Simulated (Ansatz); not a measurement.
# C₂H₉NOSi: one species, many methods

An exercise on one series of results from a longer session: the logs are not shown, and one member is left open.

The runs use Ansatz 0.2.0, Gaussian basis; functionals in def2-TZVPP, the program's frozen cores in correlated methods.

Levels to be run: PBE-D4, r2SCAN-D4, PBE0-D4, B3LYP-D4, ωB97X-V, ωB97M-V, B2PLYP; CCSD(T)/def2-TZVPP; MP2/def2-QZVPP; extrapolation to the limit.

## Structure used throughout

The geometry comes from an earlier relaxation with PBE0-D4 in a triple-zeta def2 set; it is a stationary point, not always the lowest conformer.

14 atoms, charge 0, spin multiplicity 1.

Atoms are counted from 1 here; the program's logs count them from 0.

Bond lengths: C1–N2 1.446 Å, C1–H6 1.095 Å, C1–H7 1.093 Å, C1–H8 1.097 Å, N2–Si3 1.704 Å, N2–H9 1.006 Å, Si3–O4 1.646 Å, Si3–H10 1.489 Å, Si3–H11 1.481 Å, O4–C5 1.406 Å, C5–H12 1.092 Å, C5–H13 1.097 Å, C5–H14 1.096 Å. Angles: N2–C1–H6 111.5°, N2–C1–H7 109.5°, N2–C1–H8 113.1°, H6–C1–H7 107.2°, H6–C1–H8 108.1°, H7–C1–H8 107.2°, C1–N2–Si3 125.5°, C1–N2–H9 114.5°, Si3–N2–H9 119.2°, N2–Si3–O4 116.0°, N2–Si3–H10 104.9°, N2–Si3–H11 110.1°, O4–Si3–H10 109.6°, O4–Si3–H11 102.6°, H10–Si3–H11 113.9°, Si3–O4–C5 122.4°, O4–C5–H12 108.5°, O4–C5–H13 111.6° and more.

The first run:

in.yaml

```yaml
crystal:
  periodic: [false, false, false]
  atoms:
    - {symbol: C, position_ang: [-1.232722, 1.533654, -0.821466]}
    - {symbol: N, position_ang: [-0.282388, 1.224506, 0.223354]}
    - {symbol: Si, position_ang: [1.148386, 0.321419, 0.024572]}
    - {symbol: O, position_ang: [0.951788, -1.276769, -0.317849]}
    - {symbol: C, position_ang: [0.300478, -2.161354, 0.560303]}
    - {symbol: H, position_ang: [-1.546971, 2.581443, -0.781799]}
    - {symbol: H, position_ang: [-0.766962, 1.373462, -1.797098]}
    - {symbol: H, position_ang: [-2.131527, 0.906450, -0.784087]}
    - {symbol: H, position_ang: [-0.596116, 1.449105, 1.152774]}
    - {symbol: H, position_ang: [1.878054, 0.470614, 1.313922]}
    - {symbol: H, position_ang: [1.902349, 0.814265, -1.150713]}
    - {symbol: H, position_ang: [0.327725, -3.162568, 0.125880]}
    - {symbol: H, position_ang: [0.795389, -2.196330, 1.539024]}
    - {symbol: H, position_ang: [-0.747482, -1.877898, 0.713183]}
basis:
  gaussian: {orbitals: def2-TZVPP}
hamiltonian: {xc: pbe, dispersion: d4}
output: {forces: true, orbitals: {seedname: orbitals}}
```

On the command line:

```bash
$ ansatz run in.yaml --threads 2 --pin off --events-out ev --progress --plain --max-ram 22528MiB --backend cuda --devices 0, --max-vram 18GiB
```

Among the steps run: PBE-D4 (GGA); r2SCAN-D4 (meta-GGA); PBE0-D4 (hybrid); B3LYP-D4 (hybrid); ωB97X-V (range-separated); ωB97M-V (range-separated); B2PLYP (double hybrid); CCSD(T) in def2-TZVPP; MP2 in def2-QZVPP.

One table of the session follows, with a row left open; its other results are not shown here.

```
            method  atomisation energy (eV)
            PBE-D4                   53.922
         r2SCAN-D4                   53.179
           PBE0-D4                   53.120
          B3LYP-D4                   53.400
           ωB97X-V                   53.491
           ωB97M-V                   53.466
            B2PLYP                   52.772
     HF/def2-TZVPP                        ?
    MP2/def2-TZVPP                   52.439
   CCSD/def2-TZVPP                   51.280
CCSD(T)/def2-TZVPP                   51.931
           MP2/CBS                   53.858
       CCSD(T)/CBS                   53.350
```

Estimate the missing values for HF/def2-TZVPP.

As computed: atomisation energy (eV): 38.799. In the column «atomisation energy (eV)» it is the lowest.

To keep in mind: Free atoms (2 C, 1 N, 1 Si, 1 O, 9 H) were run apart at each level; the atomisation energy is their sum less the molecule, without zero-point or spin-orbit terms.
